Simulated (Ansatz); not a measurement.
**GeC2N4: the band gap up the ladder of functionals**

The task here is to estimate one member of a computed series from the others.

Program: Ansatz 0.2.0. PAW datasets, plane waves. Note: simulated data, non-magnetic, for a generated structure that need not be the stable one.

### Starting point

The cell was relaxed beforehand with r2SCAN.

It is monoclinic, P2_1/m (No. 11); a = 6.930 Å, b = 2.641 Å, c = 7.040 Å, β = 119.3° in the conventional setting, 8.03 Å³ an atom. Near Ge stand 4 N at 1.75–1.84 Å; near C stand 4 N at 1.43–1.55 Å; near C stand 4 N at 1.42–1.56 Å; near N stand 2 C at 1.44–1.45 Å and 1 Ge at 1.84 Å; near N stand 2 C at 1.56 Å and 1 Ge at 1.82 Å.

As a file:

```
CELL_PARAMETERS angstrom
6.93042 0.00000 0.01418
0.00000 2.64123 0.00000
-3.45299 0.00000 6.13491
ATOMIC_POSITIONS crystal
Ge 0.39223 0.25000 0.17151
C 0.16223 0.75000 0.75223
C 0.20771 0.75000 0.42189
C 0.79229 0.25000 0.57811
C 0.83777 0.25000 0.24777
Ge 0.60777 0.75000 0.82849
N 0.69532 0.25000 0.34273
N 0.30468 0.75000 0.65727
N 0.28312 0.25000 0.36043
N 0.29564 0.75000 0.98368
N 0.97346 0.75000 0.31165
N 0.02654 0.25000 0.68835
N 0.71688 0.75000 0.63957
N 0.70436 0.25000 0.01632
```

Set-up of the first run:

input.yaml reads:

```yaml
crystal:
  lattice:
    - [6.9304172028, 0.0, 0.0141844046]
    - [0.0, 2.6412320661, 0.0]
    - [-3.4529912574, 0.0, 6.1349127157]
  atoms:
    - { symbol: Ge, position: [0.3922334427, 0.25, 0.1715070738] }
    - { symbol: C, position: [0.1622321865, 0.75, 0.7522263405] }
    - { symbol: C, position: [0.2077115587, 0.75, 0.4218875818] }
    - { symbol: C, position: [0.7922884413, 0.25, 0.5781124182] }
    - { symbol: C, position: [0.8377678135, 0.25, 0.2477736595] }
    - { symbol: Ge, position: [0.6077665573, 0.75, 0.8284929262] }
    - { symbol: "N", position: [0.6953221178, 0.25, 0.3427303037] }
    - { symbol: "N", position: [0.3046778822, 0.75, 0.6572696963] }
    - { symbol: "N", position: [0.2831196248, 0.25, 0.360430074] }
    - { symbol: "N", position: [0.2956423825, 0.75, -0.0163158724] }
    - { symbol: "N", position: [0.9734601688, 0.75, 0.3116467642] }
    - { symbol: "N", position: [0.0265398312, 0.25, 0.6883532358] }
    - { symbol: "N", position: [0.7168803752, 0.75, 0.639569926] }
    - { symbol: "N", position: [0.7043576175, 0.25, 1.0163158724] }
kpoints:
  mp_grid: { grid: [4, 10, 4] }
  band_path:
    path:
      - [0.0, 0.0, 0.0]
      - [0.0, 0.5, 0.0]
      - [-2.214179027411e-20, 0.5, 0.5]
      - [-2.214179027411e-20, 0.0, 0.5]
      - [0.0, 0.0, 0.0]
      - [-0.5, 0.0, 0.5]
      - [-0.5, 0.5, 0.5]
      - [0.0, 0.5, 0.0]
      - [-0.5, 0.5, 2.769961707627e-17]
      - [-0.5, 0.0, 2.769961707627e-17]
      - [0.0, 0.0, 0.0]
    npoints: 10
hamiltonian:
  xc: pbe
scf:
  occupations: { method: fermi_dirac, width: 0.02 }
  n_extra_bands: 7
output:
  forces: true
  stress: true
  eigenvalues: true
```

Steps of the session up to this table: Band structure with PBE; Single point with r2SCAN; Single point with HSE06; PBE+SOC at the same geometry; Single point with PBE0.

One table of the session follows, with a row left open; its other results are not shown here.

```
  level  gap (eV)
    PBE      2.14
 r2SCAN         ?
  HSE06      3.66
PBE+SOC      2.14
   PBE0      4.42
```

Estimate the missing values for r2SCAN.

The run gave: gap (eV): 2.54. In the column «gap (eV)» it lies between PBE+SOC (2.14) and HSE06 (3.66).

Meshes: PBE 4×10×4, r2SCAN 4×10×4, HSE06 4×6×4, PBE+SOC 4×10×4, PBE0 4×6×4

PBE gives the least gap, 2.14 eV, and PBE0 the largest, 4.42 eV. PBE reaches 59 % of the HSE06 value, and r2SCAN 69 %. PBE0 lies 0.76 eV above HSE06, which differs from it by screening the long-range exchange.

Caveats from the session: Warnings in the runs' records: stress scf threshold loose, stress exchange threshold loose.
